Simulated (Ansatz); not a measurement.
Write a Python script for Ansatz 0.2.0 through its Python package that makes a polarisability from point charges of CH₅BSSi, SMILES B1[SiH2]CS1. Use (for the species named): PBE, def2-SVPD basis, multiplicity 1.

```yaml
atoms:
  - { symbol: B, position_ang: [-0.7242, 0.2450, -1.3493] }
  - { symbol: Si, position_ang: [0.6337, 0.6237, -0.0529] }
  - { symbol: C, position_ang: [-0.0172, -0.8338, 0.8177] }
  - { symbol: S, position_ang: [-1.1071, -1.3304, -0.4213] }
  - { symbol: H, position_ang: [-1.4899, 1.0725, -1.8820] }
  - { symbol: H, position_ang: [0.4312, 1.8899, 0.6968] }
  - { symbol: H, position_ang: [2.0043, 0.4119, -0.6130] }
  - { symbol: H, position_ang: [-0.4509, -0.5397, 1.7727] }
  - { symbol: H, position_ang: [0.8086, -1.5855, 1.0142] }
```

The script, `run_field.py`:
```python
"""Response of CH5BSSi to a pair of distant point charges."""

import ansatz as az
from ase import Atoms
import numpy as np


def main() -> None:
    atoms = Atoms(["B", "Si", "C", "S", "H", "H", "H", "H", "H"], positions=[
        (-0.7242, 0.245, -1.3493),
        (0.6337, 0.6237, -0.0529),
        (-0.0172, -0.8338, 0.8177),
        (-1.1071, -1.3304, -0.4213),
        (-1.4899, 1.0725, -1.882),
        (0.4312, 1.8899, 0.6968),
        (2.0043, 0.4119, -0.613),
        (-0.4509, -0.5397, 1.7727),
        (0.8086, -1.5855, 1.0142),
    ])
    mol = az.Crystal.molecule_from_ase(atoms)

    setup = (
        mol.calculation()
        .basis(gaussian="def2-SVPD")
        .functional("pbe")
        .forces()
    )
    # charges +q and -q at -R and +R make a nearly even field 2 k q / R^2 at the centre
    centre = np.mean([site.position_ang for site in mol.cartesian_sites], axis=0)
    field = 2 * 14.399645 * 4.0 / 30.0 ** 2


    def dipole(axis, sign):
        arm = 30.0 * np.eye(3)[axis]
        pair = [{"charge": sign * 4.0, "position_ang": (centre - arm).tolist()}, {"charge": -sign * 4.0, "position_ang": (centre + arm).tolist()}]
        deck = setup.input().set(az.key.basis.gaussian.point_charges, pair)
        return np.array(az.Session.from_dict(deck).plan().execute().report["charge_distribution"]["dipole_moment_e_ang"])


    print(f"field {field:.4f} V/A")
    alpha = np.array([(dipole(axis, 1) - dipole(axis, -1)) / (2 * field) * 14.399645 for axis in range(3)])
    print("polarisability tensor (A^3)")
    print(np.array2string(alpha, precision=3, suppress_small=True))
    print(f"mean {np.trace(alpha) / 3:.3f} A^3 = {np.trace(alpha) / 3 / 0.14818471:.2f} bohr^3")


if __name__ == "__main__":
    main()
```

`python run_field.py` gives:
```text
field 0.1280 V/A
polarisability tensor (A^3)
[[10.796  1.47   0.867]
 [ 1.471 11.729 -0.753]
 [ 0.871 -0.768 10.551]]
mean 11.026 A^3 = 74.41 bohr^3
```

The geometry is a force-field or estimated start, not a minimum of this method, and the basis set is short of its limit. The field of two point charges is only nearly even. Hardware and time: 17 s on 1 thread of Intel(R) Xeon(R) 6975P-C (Granite Rapids), on a shared host, peak memory 0.24 GiB.

(Lines on the test bed's own set-up are left out of the output.)
